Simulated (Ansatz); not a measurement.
# CH10B2Si2: one species, many methods

How much do the methods differ for CH10B2Si2? The plan is to run it at one geometry with functionals of several rungs and with coupled cluster, and see how far each lands from CCSD(T) at the basis-set limit for the atomisation energy.

Program: Ansatz 0.2.0, Gaussian basis. Level of theory: functionals in def2-TZVPP, the program's frozen cores in correlated methods. These are calculated values, not measurements.

Levels to be run: PBE-D4, r2SCAN-D4, PBE0-D4, B3LYP-D4, ωB97X-V, ωB97M-V, B2PLYP; CCSD(T)/def2-TZVPP; MP2/def2-QZVPP; extrapolation to the limit.

### Step 1. Structure used throughout

The geometry comes from an earlier relaxation with PBE0-D4 in a triple-zeta def2 set; it is a stationary point, not always the lowest conformer.

SMILES `B[SiH2]CB[SiH3]`, 15 atoms, charge 0, spin multiplicity 1.

Atoms are counted from 1 here; the program's logs count them from 0.

Bond lengths: B1–Si2 2.018 Å, B1–H6 1.206 Å, B1–H7 1.200 Å, Si2–C3 1.943 Å, Si2–H8 1.495 Å, Si2–H9 1.489 Å, C3–B4 1.509 Å, C3–H10 1.095 Å, C3–H11 1.088 Å, B4–Si5 2.030 Å, B4–H12 1.196 Å, Si5–H13 1.494 Å, Si5–H14 1.482 Å, Si5–H15 1.664 Å. Angles: Si2–B1–H6 103.5°, Si2–B1–H7 112.4°, H6–B1–H7 116.8°, B1–Si2–C3 105.7°, B1–Si2–H8 114.8°, B1–Si2–H9 111.4°, C3–Si2–H8 109.5°, C3–Si2–H9 108.5°, H8–Si2–H9 106.7°, Si2–C3–B4 89.0°, Si2–C3–H10 95.8°, Si2–C3–H11 117.3°, B4–C3–H10 117.7°, B4–C3–H11 120.1°, H10–C3–H11 112.0°, C3–B4–Si5 114.0°, C3–B4–H12 124.2°, Si5–B4–H12 120.1° and more.

### Step 2. PBE-D4 (GGA)

Contents of in.yaml:

```yaml
crystal:
  periodic: [false, false, false]
  atoms:
    - {symbol: B, position_ang: [-1.079363, 1.041109, 0.641585]}
    - {symbol: Si, position_ang: [-0.254711, -0.756539, 1.044193]}
    - {symbol: C, position_ang: [1.596727, -0.626399, 0.470277]}
    - {symbol: B, position_ang: [1.133892, -0.732507, -0.962031]}
    - {symbol: Si, position_ang: [-0.392468, 0.520547, -1.431902]}
    - {symbol: H, position_ang: [-0.430219, 1.804328, 1.312737]}
    - {symbol: H, position_ang: [-2.267280, 1.047734, 0.810743]}
    - {symbol: H, position_ang: [-0.910190, -1.913696, 0.360460]}
    - {symbol: H, position_ang: [-0.278500, -1.051606, 2.503835]}
    - {symbol: H, position_ang: [1.768495, 0.375724, 0.876092]}
    - {symbol: H, position_ang: [2.296905, -1.354906, 0.873220]}
    - {symbol: H, position_ang: [1.419218, -1.632848, -1.696164]}
    - {symbol: H, position_ang: [-0.013034, 1.630280, -2.356612]}
    - {symbol: H, position_ang: [-1.615643, -0.118638, -1.971817]}
    - {symbol: H, position_ang: [-0.995631, 1.716618, -0.445115]}
basis:
  gaussian: {orbitals: def2-TZVPP}
hamiltonian: {xc: pbe, dispersion: d4}
output: {forces: true, orbitals: {seedname: orbitals}}
```

Launch:

```console
$ ansatz run in.yaml --threads 4 --pin off --events-out ev --progress --plain --max-ram 10444MiB
```

The runs that follow: r2SCAN-D4 (meta-GGA); PBE0-D4 (hybrid); B3LYP-D4 (hybrid); ωB97X-V (range-separated); ωB97M-V (range-separated); B2PLYP (double hybrid); CCSD(T) in def2-TZVPP; MP2 in def2-QZVPP.

Q: Predict the results of all the runs planned. Wanted: atomisation energy, CCSD(T)/CBS; farthest; mean size of error, hybrid; mean size of error, range-separated; gap, smallest and largest; T1 diagnostic; triples share of the correlation energy.

The runs gave:

```
                               quantity                                 value
        atomisation energy, CCSD(T)/CBS                         4944.3 kJ/mol
 functionals within 24.7 kJ/mol (0.5 %)                              B3LYP-D4
                               farthest              r2SCAN-D4 (+64.7 kJ/mol)
             mean size of error, hybrid                           31.4 kJ/mol
    mean size of error, range-separated                           42.5 kJ/mol
              gap, smallest and largest  3.71 eV (PBE-D4), 10.10 eV (ωB97X-V)
                          T1 diagnostic                                0.0143
triples share of the correlation energy                                 4.1 %
```

What this shows: PBE-D4 misses by +63.0 kJ/mol. Double hybrids carry the basis error of their MP2 part in triple zeta, and no dispersion term here, so their miss is partly the set-up's. The reference freezes the cores and leaves out relativity and excitations past (T), so misses under about 24.7 kJ/mol can't be ranked. Hartree-Fock recovers 77 % of the binding; the rest is correlation. The gap grows from 3.7 to 10.1 eV across the functionals, mostly with the share of exact exchange.
